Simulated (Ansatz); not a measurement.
# HfO2: the cost of one run

Program: Ansatz 0.2.0. Level of theory: DFT r2SCAN, scalar-relativistic, plane waves, PAW. These are calculated values, not measurements.

3 further runs of the same task are left out: 3 set aside as unsound or not needed.

### Step 1. The starting structure

It takes space group Fm-3m (No. 225, cubic). The conventional cell has a = 5.058 Å, b = 5.058 Å, c = 5.058 Å, α = 90.00°, β = 90.00°, γ = 90.00°. Around Hf (site symmetry m-3m) lie 8 O at 2.19 Å. O (site symmetry -43m) is surrounded by 4 Hf at 2.19 Å.

Coordinates:

```xyz
6
Lattice="0.0000 -2.5292 -2.5292 0.0000 2.5292 -2.5292 5.0583 0.0000 0.0000" Properties=species:S:1:pos:R:3 pbc="T T T"
Hf    2.5292    0.0000   -2.5292
Hf    0.0000    2.5292   -2.5292
O     3.7937    1.2646   -1.2646
O     1.2646   -1.2646   -1.2646
O     1.2646    1.2646   -1.2646
O     3.7937   -1.2646   -1.2646
```

It is built from the cell relaxed beforehand with the same method (10.79 Å³/atom).

### Step 2. The reference: the undisturbed cell on the scan's mesh

The input, input.yaml:

```yaml
crystal:
  lattice:
    - [0.0, -2.5291609895, -2.5291609895]
    - [0.0, 2.5291609895, -2.5291609895]
    - [5.058321979, 0.0, 0.0]
  atoms:
    - { symbol: Hf, position: [0.5, 0.5, 0.5] }
    - { symbol: Hf, position: [0.0, 1.0, 0.0] }
    - { symbol: O, position: [0.0, 0.5, 0.75] }
    - { symbol: O, position: [0.5, 0.0, 0.25] }
    - { symbol: O, position: [0.0, 0.5, 0.25] }
    - { symbol: O, position: [0.5, 0.0, 0.75] }
basis:
  ecutwfc: 500
kpoints:
  mp_grid: { grid: [6, 6, 4] }
hamiltonian:
  xc: r2scan
scf:
  occupations: { method: gaussian, width: 0.05 }
output:
  forces: true
  stress: true
  eigenvalues: true
```

Run with:

```
> ansatz run input.yaml --threads 2 --pin off --max-ram 5120MiB --backend cpu --events-out ev --progress --plain --runs-dir out
```

What time and memory should one allow on 2 threads of Arm Neoverse V1, shared host?

About 7.4 s, with a peak of 0.51 GiB.
